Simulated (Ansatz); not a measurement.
Crystal: Li2CoCl4.

```
Co Cl Li
1.0
     3.61922   -4.91557    0.00000
     3.61922    4.91557    0.00000
     0.00000    0.00000    3.58948
Co Cl Li
1 4 2
Direct
  0.00000 0.00000 0.00000
  0.23353 0.76647 0.00000
  0.22870 0.22870 0.50000
  0.76647 0.23353 0.00000
  0.77130 0.77130 0.50000
  0.00000 0.50000 0.50000
  0.50000 0.00000 0.50000
```

The cell is a database's computed one.

```yaml
Program: Ansatz 0.2.0
Task: single point
Functional: PBEsol
Potentials_or_basis: Ansatz PAW
Cutoff: "420 eV (not typed: the program's choice for these potentials)"
k_mesh: 5 × 5 × 8
Occupations: fermi-dirac, width 0.05 eV
Spin: collinear spin, ferromagnetic start
Starting_moments: "[2.0, 0.0, 0.0, 0.0, 0.0, 0.0, 0.0] μB"
```

On this cell: pressure 0.8 GPa; largest force 0.480 eV/Å; net moment 3.00 μB per cell; site moments Co +2.43; Cl +0.06, +0.12; Li +0.00 μB.

The same run follows on a disturbed copy (atoms moved at random, drawn with an rms of 0.05 Å):

```xyz
7
Lattice="3.6192 -4.9156 0.0000 3.6192 4.9156 0.0000 0.0000 0.0000 3.5895" Properties=species:S:1:pos:R:3 pbc="T T T"
Co    0.0514   -0.0023    0.0133
Cl    3.6396    2.5912   -0.0486
Cl    1.6595    0.0263    1.8173
Cl    3.6012   -2.6187   -0.0096
Cl    5.6108   -0.0140    1.7556
Li    1.7562    2.4540    1.7789
Li    1.7767   -2.5098    1.8202
```

Question: What does the disturbed cell give?

Answer: The energy moves by +0.3 meV/atom; pressure 0.8 GPa; largest force 0.502 eV/Å; net moment 3.00 μB per cell; site moments Co +2.43; Cl +0.06, +0.13, +0.12; Li +0.00 μB.

Forces in eV/Å, atoms in the order of the input:
```
Co  -0.123 -0.146 -0.089
Cl  -0.064 -0.298  0.108
Cl   0.104 -0.086 -0.067
Cl   0.033  0.501  0.024
Cl  -0.009 -0.080  0.081
Li   0.058  0.063 -0.001
Li   0.001  0.047 -0.056
```

Stress tensor (GPa, compression positive):
```
 0.01  0.06 -0.30
 0.06  2.77 -0.09
-0.30 -0.09 -0.45
```

Caveats: a cell with one magnetic atom can't hold antiferromagnetic order, which such compounds often take; the PAW data sets come from PBE, with cores solved anew for the run's functional, which leaves a small shift of forces and pressure.
